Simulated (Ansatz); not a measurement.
**Molecular dynamics of Li**

Input:

```yaml
accuracy: low
crystal:
  lattice:
    - [7.094447, 0.0, 0.0]
    - [0.0, 7.094447, 0.0]
    - [0.0, 0.0, 7.094447]
  atoms:
    - { symbol: Li, position: [0.0, 0.0, 0.0] }
    - { symbol: Li, position: [0.5, 0.0, 0.0] }
    - { symbol: Li, position: [0.0, 0.5, 0.0] }
    - { symbol: Li, position: [0.0, 0.0, 0.5] }
    - { symbol: Li, position: [0.25, 0.25, 0.25] }
    - { symbol: Li, position: [0.5, 0.5, 0.0] }
    - { symbol: Li, position: [0.5, 0.0, 0.5] }
    - { symbol: Li, position: [0.75, 0.25, 0.25] }
    - { symbol: Li, position: [0.0, 0.5, 0.5] }
    - { symbol: Li, position: [0.25, 0.75, 0.25] }
    - { symbol: Li, position: [0.25, 0.25, 0.75] }
    - { symbol: Li, position: [0.5, 0.5, 0.5] }
    - { symbol: Li, position: [0.75, 0.75, 0.25] }
    - { symbol: Li, position: [0.75, 0.25, 0.75] }
    - { symbol: Li, position: [0.25, 0.75, 0.75] }
    - { symbol: Li, position: [0.75, 0.75, 0.75] }
basis:
  ecutwfc: 420.0
kpoints:
  mp_grid: { grid: [2, 2, 2] }
hamiltonian:
  xc: pbe
scf:
  occupations: { method: fermi_dirac, width: 0.1 }
  lower_state_search: "off"
md:
  timestep: 1.5
  n_steps: 200
  ensemble: nvt_langevin
  temperature: 900.0
  initial_velocities: maxwell_boltzmann
  seed: 797621
  friction: 0.02
```

Run as:

```bash
$ ansatz run input.yaml --threads 1 --pin off --max-ram 3072MiB --backend cpu --events-out ev --progress --plain --runs-dir out
```

It starts from a structure without forces on its atoms.

Output, in part (step lines):

```
md step     0: t =     0.00 fs  T =   843.8 K  F+E_penalty+E_count = -3274.67002518 eV  E_kin = 1.745010 eV  (6 SCF iters)
md step     1: t =     1.50 fs  T =   857.7 K  F+E_penalty+E_count = -3274.66456624 eV  E_kin = 1.773815 eV  (7 SCF iters)
md step     2: t =     3.00 fs  T =   862.2 K  F+E_penalty+E_count = -3274.64970563 eV  E_kin = 1.783231 eV  (7 SCF iters)
md step     3: t =     4.50 fs  T =   871.1 K  F+E_penalty+E_count = -3274.62588640 eV  E_kin = 1.801589 eV  (7 SCF iters)
md step     4: t =     6.00 fs  T =   924.8 K  F+E_penalty+E_count = -3274.59311114 eV  E_kin = 1.912584 eV  (6 SCF iters)
md step     5: t =     7.50 fs  T =   873.6 K  F+E_penalty+E_count = -3274.55321402 eV  E_kin = 1.806794 eV  (5 SCF iters)
md step     6: t =     9.00 fs  T =   774.3 K  F+E_penalty+E_count = -3274.50929274 eV  E_kin = 1.601334 eV  (5 SCF iters)
md step     7: t =    10.50 fs  T =   710.4 K  F+E_penalty+E_count = -3274.46309481 eV  E_kin = 1.469242 eV  (5 SCF iters)
[... lines left out ...]
md step   199: t =   298.50 fs  T =  1325.7 K  F+E_penalty+E_count = -3271.67337712 eV  E_kin = 2.741721 eV  (5 SCF iters)
md step   200: t =   300.00 fs  T =  1307.0 K  F+E_penalty+E_count = -3271.57805611 eV  E_kin = 2.703106 eV  (7 SCF iters)
```

The steps, from the saved trajectory:

```tsv
time (fs)	T (K)	potential energy less start (eV)
0.0	844	0.000
9.0	774	0.161
18.0	591	0.519
27.0	515	0.980
36.0	591	1.164
45.0	588	1.128
54.0	688	1.050
63.0	765	1.187
72.0	701	1.556
81.0	576	1.811
90.0	693	1.927
99.0	769	1.857
108.0	730	1.668
117.0	921	1.468
126.0	910	1.412
135.0	596	1.513
144.0	520	1.556
153.0	767	1.430
162.0	721	1.316
171.0	796	1.293
180.0	839	1.221
189.0	964	1.227
198.0	961	1.306
207.0	916	1.520
216.0	758	1.691
225.0	1004	1.773
234.0	920	1.966
243.0	1055	2.272
252.0	1119	2.601
261.0	848	3.022
270.0	723	3.192
279.0	1076	2.922
288.0	1329	2.621
297.0	1272	2.895
```

The run went to its last step. A run of 0.3 ps of so small a system gives no equilibrium averages. Limits of this set-up: coarse k mesh, low accuracy level.

Mean squared displacements from the first frame to the last, about the centre of mass: Li 0.98 Å².

Last frame:

```xyz
16
Lattice="7.0944 0.0000 0.0000 0.0000 7.0944 0.0000 0.0000 0.0000 7.0944" Properties=species:S:1:pos:R:3
Li 1.498 1.137 -0.386
Li 3.287 -1.600 -0.295
Li 0.218 4.039 -0.503
Li 0.450 0.521 3.055
Li 1.873 2.776 1.609
Li 3.456 2.868 -1.074
Li 3.001 -0.109 4.264
Li 5.542 1.584 0.533
Li -0.246 3.480 2.917
Li 1.942 5.668 1.820
Li 1.064 2.120 4.637
Li 3.982 4.780 3.148
Li 5.310 6.540 1.395
Li 5.324 1.868 4.601
Li 2.032 4.919 4.662
Li 6.094 5.938 4.930
```

Run time: 7.2 min on 1 thread of INTEL(R) XEON(R) PLATINUM 8581C CPU @ 2.10GHz (Emerald Rapids), with other jobs on the host, peak memory 0.58 GiB.
